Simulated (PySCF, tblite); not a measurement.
# C4H9FNSi2 radical: geometry, infrared bands and EPR parameters

Aim: predict the infrared bands and EPR parameters of C4H9FNSi2 radical (`C#C[SiH]C[Si@@H](F)NC`).

The runs use tblite 0.8.0 and PySCF 2.14.0, with density-fitted response routines of our own; the level of theory stands in each step. All values are computed, except where a source is named. Atoms count from 0, in the outputs and in this text.

## 1. Starting geometry

17 atoms, charge 0, multiplicity 2; geometry from: force field or distance geometry start.

Bonds of the start (Å): C0–C1 1.23, C1–Si2 1.82, Si2–C3 1.83, C3–Si4 1.82, Si4–F5 1.70, Si4–N6 1.76, N6–C7 1.47, C0–H8 1.06, Si2–H9 1.47, C3–H10 1.14, C3–H11 1.12, Si4–H12 1.47, N6–H13 1.06, C7–H14 1.14, C7–H15 1.11, C7–H16 1.10.

## 2. Optimising the geometry with GFN2-xTB

What the job is given:

```
{"job": {"kind": "relax", "xc": "GFN2-xTB", "basis": "xTB"}, "charge": 0, "multiplicity": 2}
C      3.304500     1.876200     0.669400
C      2.496800     1.041400     1.059900
Si     1.323600    -0.199200     1.690700
C      0.842500    -1.352900     0.353700
Si    -0.573500    -0.895600    -0.700000
F     -1.880600    -1.910600    -0.299800
N     -1.128800     0.772600    -0.557900
C     -2.555900     0.732200    -0.220000
H      4.005900     2.597200     0.325700
H      1.979200    -0.945500     2.771900
H      0.576100    -2.338300     0.861000
H      1.733000    -1.596100    -0.279900
H     -0.202700    -1.201000    -2.084600
H     -1.093700     1.204100    -1.523700
H     -3.168400     1.038800    -1.125900
H     -2.887500    -0.277900     0.110700
H     -2.777700     1.466500     0.563800
```

Launch:

```
$ OMP_NUM_THREADS=1 python probes_run.py task.json out
```

The driver reads the jobs from task.json and runs them one after another.

Output:

```text
step      E/eV     max force
  0    -657.60381    2.787
  1    -657.84161    4.629
  2    -657.87853    3.716
  3    -658.04252    0.789
  4    -658.09985    0.538
  5    -658.17995    1.106
  6    -658.23968    0.871
  7    -658.29733    0.471
  8    -658.33361    0.469
  9    -658.36303    0.422
 10    -658.38796    0.397
 11    -658.40279    0.290
 12    -658.41247    0.362
 13    -658.41899    0.405
 14    -658.42456    0.225
 15    -658.42966    0.172
 16    -658.43340    0.163
 17    -658.43667    0.152
 18    -658.43975    0.130
 19    -658.44267    0.121
 20    -658.44582    0.175
 21    -658.44950    0.204
 22    -658.45341    0.187
 23    -658.45716    0.146
 24    -658.46099    0.164
 25    -658.46518    0.164
 26    -658.46933    0.237
 27    -658.47301    0.186
 28    -658.47613    0.187
 29    -658.47965    0.190
 30    -658.48344    0.177
 31    -658.48894    0.200
 32    -658.49443    0.206
 33    -658.50032    0.204
 34    -658.50612    0.193
 35    -658.51091    0.152
 36    -658.51387    0.143
 37    -658.51589    0.143
 38    -658.51807    0.145
 39    -658.52101    0.137
 40    -658.52420    0.155
 41    -658.52653    0.145
 42    -658.52855    0.094
 43    -658.52983    0.077
 44    -658.53076    0.073
 45    -658.53226    0.070
 46    -658.53349    0.088
 47    -658.53451    0.078
 48    -658.53537    0.079
 49    -658.53642    0.091
 50    -658.53808    0.108
 51    -658.54016    0.109
 52    -658.54228    0.107
 53    -658.54405    0.085
 54    -658.54568    0.105
 55    -658.54771    0.138
 56    -658.55118    0.259
 57    -658.55602    0.228
 58    -658.56225    0.279
 59    -658.56801    0.169
 60    -658.57156    0.137
 61    -658.57394    0.152
 62    -658.57721    0.179
 63    -658.58074    0.147
 64    -658.58357    0.101
 65    -658.58534    0.075
 66    -658.58650    0.085
 67    -658.58759    0.076
 68    -658.58876    0.092
 69    -658.58987    0.066
 70    -658.59064    0.047
 71    -658.59103    0.043
 72    -658.59144    0.045
 73    -658.59203    0.048
 74    -658.59269    0.053
 75    -658.59326    0.044
 76    -658.59365    0.036
 77    -658.59393    0.032
 78    -658.59423    0.038
 79    -658.59459    0.044
 80    -658.59502    0.044
 81    -658.59549    0.042
 82    -658.59597    0.037
 83    -658.59640    0.046
 84    -658.59679    0.049
 85    -658.59720    0.041
 86    -658.59770    0.044
 87    -658.59827    0.063
 88    -658.59886    0.074
 89    -658.59938    0.077
 90    -658.59985    0.047
 91    -658.60035    0.039
 92    -658.60093    0.063
 93    -658.60155    0.072
 94    -658.60212    0.068
 95    -658.60258    0.044
 96    -658.60291    0.040
 97    -658.60320    0.057
 98    -658.60365    0.073
 99    -658.60419    0.070
100    -658.60468    0.048
101    -658.60510    0.053
102    -658.60557    0.066
103    -658.60617    0.082
104    -658.60699    0.084
105    -658.60784    0.082
106    -658.60859    0.074
107    -658.60920    0.063
108    -658.60995    0.087
109    -658.61045    0.270
110    -658.61125    0.065
111    -658.61176    0.124
112    -658.61211    0.061
113    -658.61241    0.039
114    -658.61281    0.065
115    -658.61330    0.065
116    -658.61393    0.060
117    -658.61456    0.053
118    -658.61507    0.051
119    -658.61547    0.098
120    -658.61590    0.081
121    -658.61643    0.058
122    -658.61734    0.052
123    -658.61804    0.090
124    -658.61889    0.097
125    -658.61985    0.121
126    -658.62097    0.091
127    -658.62196    0.078
128    -658.62256    0.052
129    -658.62299    0.053
130    -658.62353    0.053
131    -658.62407    0.047
132    -658.62495    0.072
133    -658.62580    0.079
134    -658.62665    0.077
135    -658.62748    0.094
136    -658.62829    0.082
137    -658.62904    0.079
138    -658.62988    0.073
139    -658.63053    0.092
140    -658.63136    0.089
141    -658.63265    0.080
142    -658.63338    0.077
143    -658.63370    0.089
144    -658.63418    0.054
145    -658.63457    0.052
146    -658.63500    0.050
147    -658.63527    0.057
148    -658.63549    0.036
149    -658.63569    0.044
150    -658.63586    0.038
151    -658.63602    0.046
152    -658.63617    0.023
153    -658.63628    0.020
154    -658.63637    0.021
155    -658.63647    0.028
156    -658.63655    0.024
157    -658.63661    0.015
158    -658.63665    0.014
159    -658.63669    0.018
160    -658.63674    0.022
161    -658.63680    0.024
162    -658.63689    0.028
163    -658.63697    0.024
164    -658.63703    0.019
165    -658.63709    0.019
166    -658.63714    0.015
167    -658.63719    0.013
168    -658.63723    0.014
169    -658.63728    0.016
170    -658.63735    0.018
171    -658.63741    0.021
172    -658.63747    0.027
173    -658.63753    0.029
174    -658.63759    0.024
175    -658.63767    0.022
176    -658.63778    0.024
177    -658.63790    0.036
178    -658.63802    0.039
179    -658.63816    0.034
180    -658.63831    0.027
181    -658.63846    0.029
182    -658.63860    0.035
183    -658.63875    0.035
184    -658.63894    0.034
185    -658.63916    0.034
186    -658.63938    0.025
187    -658.63955    0.023
188    -658.63965    0.045
189    -658.63975    0.022
190    -658.63982    0.036
191    -658.63989    0.026
192    -658.63992    0.016
193    -658.63997    0.012
194    -658.63999    0.013
195    -658.64002    0.015
196    -658.64005    0.032
197    -658.64009    0.022
198    -658.64013    0.036
199    -658.64019    0.015
200    -658.64026    0.018
201    -658.64034    0.025
202    -658.64042    0.028
203    -658.64053    0.032
204    -658.64066    0.027
205    -658.64077    0.032
206    -658.64094    0.036
207    -658.64119    0.034
208    -658.64150    0.050
209    -658.64184    0.053
210    -658.64219    0.040
211    -658.64252    0.032
212    -658.64272    0.064
213    -658.64293    0.042
214    -658.64312    0.024
215    -658.64325    0.014
216    -658.64332    0.017
217    -658.64337    0.015
218    -658.64342    0.012
219    -658.64345    0.014
220    -658.64348    0.016
221    -658.64351    0.019
222    -658.64352    0.011
223    -658.64354    0.010
224    -658.64355    0.010
225    -658.64357    0.012
226    -658.64358    0.007
```

Run time: 1.6 s. Hardware: 1 thread of Arm Neoverse V2, shared host.

The steps of the relaxation: (not every step is listed)

```
step  energy from step 0 (eV)  largest force (eV/Å)
   0                   0.0000                2.7869
   1                  -0.2378                4.6287
   2                  -0.2747                3.7164
   3                  -0.4387                0.7888
   4                  -0.4960                0.5383
   5                  -0.5761                1.1064
   6                  -0.6359                0.8710
   7                  -0.6935                0.4711
   8                  -0.7298                0.4692
  29                  -0.8758                0.1896
  50                  -0.9343                0.1085
  71                  -0.9872                0.0426
  92                  -0.9971                0.0629
 113                  -1.0086                0.0389
 134                  -1.0228                0.0771
 155                  -1.0327                0.0277
 176                  -1.0340                0.0244
 197                  -1.0363                0.0221
 218                  -1.0396                0.0121
 221                  -1.0397                0.0190
 222                  -1.0397                0.0112
 223                  -1.0397                0.0102
 224                  -1.0397                0.0098
 225                  -1.0398                0.0124
 226                  -1.0398                0.0073
```

Distances of close pairs at the start and the end, largest changes first:

```
  bond  before (Å)  after (Å)  change (Å)
Si4–F5       1.703      1.619      -0.084
Si2–C3       1.830      1.899      +0.069
C3–Si4       1.823      1.888      +0.065
Si4–N6       1.764      1.708      -0.056
C3–H10       1.140      1.089      -0.051
N6–H13       1.058      1.008      -0.050
C7–H14       1.136      1.096      -0.040
C3–H11       1.120      1.089      -0.030
```

The final coordinates are the input of the step that follows.

## 3. Harmonic vibrations with GFN2-xTB

What the job is given:

```
{"job": {"kind": "ir", "xc": "GFN2-xTB", "basis": "xTB"}, "charge": 0, "multiplicity": 2}
C      2.255994     2.199835     0.819717
C      2.061443     1.035827     1.080638
Si     1.577953    -0.656416     1.583189
C      0.980467    -1.697465     0.111819
Si    -0.771327    -1.251698    -0.432860
F     -1.807946    -1.823559     0.671517
N     -0.935714     0.446154    -0.352280
C     -2.186963     1.139551    -0.541476
H      2.463290     3.201824     0.574488
H      2.609957    -1.297588     2.399653
H      0.993370    -2.750335     0.387823
H      1.674217    -1.587792    -0.720907
H     -1.220904    -1.922549    -1.652947
H     -0.139192     1.023823    -0.571185
H     -2.380809     1.376239    -1.593669
H     -2.993084     0.506998    -0.178316
H     -2.187750     2.069183     0.029913
```

Output:

```text
mode    cm-1     km/mol
  1      28.0      1.41
  2      40.7      2.24
  3      70.4      1.04
  4      91.5      0.64
  5     102.6      0.48
  6     151.1      2.90
  7     166.5      0.50
  8     188.2      6.10
  9     218.0      5.33
 10     265.9     35.92
 11     303.2     25.44
 12     333.8     11.42
 13     412.0     29.34
 14     473.5     83.40
 15     574.2     43.26
 16     598.8     17.10
 17     617.3    126.20
 18     644.1     15.35
 19     677.9     52.64
 20     680.6     42.39
 21     716.0    101.28
 22     736.2     75.03
 23     793.7    197.23
 24     837.7    252.01
 25     857.7    130.47
 26    1020.9     13.23
 27    1072.3     28.25
 28    1110.3      1.53
 29    1136.6     69.28
 30    1168.3     71.36
 31    1373.2     94.70
 32    1422.5      3.17
 33    1457.8      3.02
 34    1490.9      3.54
 35    1500.8      3.46
 36    2127.4     36.28
 37    2240.0    493.72
 38    2246.7    274.48
 39    2909.4     81.30
 40    2971.7     25.69
 41    2980.1     44.07
 42    3000.0     28.91
 43    3039.4     22.18
 44    3348.6      2.83
 45    3458.7      3.78
```

Wall time 0.6 s (1 thread of Arm Neoverse V2, shared host).

The strongest bands and the atoms that carry them (share of the mass-weighted mode):

```
cm⁻¹  km/mol                                 atoms
 617   126.2            H9 33 %, H12 25 %, C3 11 %
 716   101.3                     H12 47 %, C3 11 %
 794   197.2  Si2 28 %, C3 24 %, Si4 14 %, F5 12 %
 838   252.0            Si4 33 %, C3 22 %, F5 17 %
 858   130.5   Si4 36 %, N6 18 %, C3 16 %, C7 10 %
1373    94.7                     H13 49 %, N6 28 %
2240   493.7                               H9 92 %
2247   274.5                              H12 92 %
```

## 4. g tensor and hyperfine couplings: B3LYP/pcH-1

Same as in step 3 but for these lines:

```diff
@@ -1,2 +1,2 @@
-{"job": {"kind": "ir", "xc": "GFN2-xTB", "basis": "xTB"}, "charge": 0, "multiplicity": 2}
+{"job": {"kind": "epr", "basis": "pcH-1"}, "charge": 0, "multiplicity": 2}
 C      2.255994     2.199835     0.819717
```

Method: UKS B3LYP, pcH-1 on C F H N Si, non-relativistic, mean-field spin-orbit, GIAO.

Output:

```text
UKS, coarse grid
  cycle   1  E = -891.32365699  |g| = 6.03e-01
  cycle   2  E = -891.19251879  |g| = 8.63e-01
  cycle   3  E = -891.46372737  |g| = 8.42e-02
  cycle   4  E = -891.46544786  |g| = 4.57e-02
  cycle   5  E = -891.46624637  |g| = 2.13e-02
  cycle   6  E = -891.46646152  |g| = 6.27e-03
  cycle   7  E = -891.46648356  |g| = 1.40e-03
  cycle   8  E = -891.46648445  |g| = 8.37e-04
UKS, final grid
  cycle   1  E = -891.46655428  |g| = 1.10e-03
  cycle   2  E = -891.46655348  |g| = 1.74e-03
  cycle   3  E = -891.46655499  |g| = 3.71e-04
  cycle   4  E = -891.46655507  |g| = 1.15e-04
  cycle   5  E = -891.46655511  |g| = 9.44e-05
  cycle   6  E = -891.46655512  |g| = 1.74e-05
  cycle   7  E = -891.46655513  |g| = 8.86e-06
E = -891.46655513 Eh   <S^2> = 0.7545 (exact 0.7500)
g shifts (ppm)      1          2          3
  rmc          -140       -140       -140
  gc             20         24         23
  oz_so         -48        749       2069
  total        -168        632       1952
hyperfine (MHz)  atom isotope    a_iso     a_fc   dipolar eigenvalues
    0   13C      15.77      15.84    -14.50    -11.91     26.41
    1   13C       5.91       5.89     -9.62     -0.27      9.89
    2  29Si    -510.75    -511.87   -166.89     82.81     84.08
    3   13C      22.93      22.90     -3.83     -3.35      7.19
    4  29Si     -13.65     -13.66     -1.94      0.77      1.18
    5   19F      -0.45      -0.46     -3.59     -1.12      4.71
    6   14N       0.53       0.53     -0.49     -0.33      0.82
    7   13C      -0.28      -0.28     -0.20     -0.19      0.38
    8    1H     -13.63     -13.63     -7.11     -0.84      7.95
    9    1H      50.78      50.76     -9.33      0.97      8.36
   10    1H      -2.23      -2.24     -3.47     -1.79      5.26
   11    1H      51.84      51.84     -3.67      0.03      3.64
   12    1H      -1.49      -1.48     -0.82     -0.75      1.57
   13    1H      -0.40      -0.41     -1.96     -0.81      2.77
   14    1H       0.95       0.95     -0.50     -0.47      0.96
   15    1H       0.02       0.02     -0.67     -0.63      1.30
   16    1H       0.74       0.74     -0.73     -0.64      1.37
```

It took 2.1 min on 1 thread of Arm Neoverse V2, shared host; peak memory 1.1 GiB.

Principal g values 2.00215, 2.00295, 2.00427; g(iso) = 2.00312, against 2.00232 for a free electron.

Mean a(iso) over the nuclei that a row names, and the largest dipolar term of the row (other rows stand at the frozen geometry):

```
       nuclei  isotope  a(iso) (MHz)  a(iso) (G, at g = 2.0023)  largest dipolar term (MHz)
          Si2     29Si        -510.8                     -182.2                      -166.9
          H11       1H          51.8                       18.5                        -3.7
           H9       1H          50.8                       18.1                        -9.3
           C3      13C          22.9                        8.2                         7.2
           C0      13C          15.8                        5.6                        26.4
          Si4     29Si         -13.6                       -4.9                        -1.9
           H8       1H         -13.6                       -4.9                         7.9
           C1      13C           5.9                        2.1                         9.9
          H10       1H          -2.2                       -0.8                         5.3
          H12       1H          -1.5                       -0.5                         1.6
H14, H15, H16       1H           0.6                        0.2                         1.4
           N6      14N           0.5                        0.2                         0.8
           F5      19F          -0.4                       -0.2                         4.7
          H13       1H          -0.4                       -0.1                         2.8
```

Mulliken spin populations:

C0 0.19; C1 -0.11; Si2 0.90; C3 0.00; Si4 0.00; F5 0.00; N6 0.00; C7 0.00; H8 -0.01; H9 0.01; H10 0.00; H11 0.02; H12 0.00; H13 0.00; H14 0.00; H15 0.00; H16 0.00

In first order the couplings over 0.8 MHz of 1H give 32 distinct lines over 42.8 G, if the averaged nuclei exchange fast.

The fields below are evaluated on a grid from the run's orbitals.

ELF in a plane through or near 7 of the atoms.

Values, 10 rows by 14 columns:
```
0.00 0.00 0.00 0.00 0.00 0.00 0.00 0.00 0.00 0.00 0.00 0.00 0.00 0.00
0.00 0.00 0.00 0.00 0.28 0.20 0.00 0.00 0.00 0.00 0.00 0.00 0.00 0.00
0.00 0.00 0.00 0.13 0.99 0.96 0.13 0.00 0.00 0.00 0.00 0.00 0.00 0.00
0.00 0.00 0.11 0.57 0.34 0.64 0.47 0.00 0.01 0.30 0.16 0.04 0.00 0.00
0.00 0.00 0.02 0.44 0.66 0.70 0.04 0.91 0.75 0.59 0.94 0.66 0.02 0.00
0.00 0.00 0.13 0.23 0.31 0.49 0.21 0.34 0.89 0.33 0.13 0.06 0.00 0.00
0.00 0.00 0.19 0.11 0.34 0.42 0.45 0.15 0.70 0.38 0.03 0.00 0.00 0.00
0.00 0.00 0.00 0.00 0.45 0.99 0.84 0.08 0.20 0.23 0.10 0.00 0.00 0.00
0.00 0.00 0.00 0.00 0.00 0.09 0.02 0.00 0.00 0.00 0.00 0.00 0.00 0.00
0.00 0.00 0.00 0.00 0.00 0.00 0.00 0.00 0.00 0.00 0.00 0.00 0.00 0.00
```
The map spans 12.0 Å across and 12.1 Å up, centred on the molecule. Atoms in the plane (x, y in Å): C0 (-2.1, 2.5), C3 (-1.1, -1.6), Si4 (0.8, -1.4), N6 (1.1, 0.3), H8 (-2.1, 3.5), H10 (-1.3, -2.6), H13 (0.5, 1.0).

log10 of the density (e/Å³) in the same plane.

Ten even steps from '0' (-4.0) to '9' (1.8):
```
0000000000000000000000000000
0000000000000000000000000000
0000001223221000000000000000
0000012445432100000000000000
0000123566643210001110000000
0001234677654321223332110000
0001234678754333334443321000
0001234677654455556665432000
0001234667654567766776532100
0001234566554567976665432000
0012334555555566765544321000
0012334556666668765433210000
0012233456797679865432100000
0001122346776655655432100000
0000011345665444444321000000
0000000123443322332210000000
0000000012222111111100000000
0000000000000000000000000000
0000000000000000000000000000
0000000000000000000000000000
```
The map spans 12.0 Å across and 12.1 Å up, centred on the molecule. Atoms in the plane (x, y in Å): C0 (-2.1, 2.5), C3 (-1.1, -1.6), Si4 (0.8, -1.4), N6 (1.1, 0.3), H8 (-2.1, 3.5), H10 (-1.3, -2.6), H13 (0.5, 1.0).

On the surface of density 0.002 e/bohr³ the electrostatic potential runs, from the 1st to the 99th percentile, from -1.27 V near F5 to 1.54 V near H8.

The spin density lies nearest to Si2 61 %; C0 12 %; H9 9 %; C1 7 % (both signs).

## 5. Outcome

```
                                 quantity                    value
strongest single infrared mode (GFN2-xTB)    2240 cm⁻¹, 494 km/mol
             zero-point energy (GFN2-xTB)            73.8 kcal/mol
                           g(iso) (B3LYP)                  2.00312
                                     ⟨S²⟩       0.755 (exact 0.75)
       largest a(iso) (averaged by class)  29Si on Si2, -510.8 MHz
    surface potential, 1st and 99th percentile       -1.27 V and 1.54 V
```

**Reading.** The optimisation took 226 steps and gained 1.040 eV; among the close pairs (by a distance rule), Si4–F5 changed most, from 1.703 to 1.619 Å. All 45 modes are real, so the xTB geometry is a minimum. The strongest single mode, at 2240 cm⁻¹, moves mainly H9. GFN2-xTB is a fitted tight-binding method: band positions and strengths are rough. Its intensities can rank the bands wrongly. Si2 carries the largest spin population, 0.90 e. The isotropic g lies 0.8 ppt above the free-electron value.
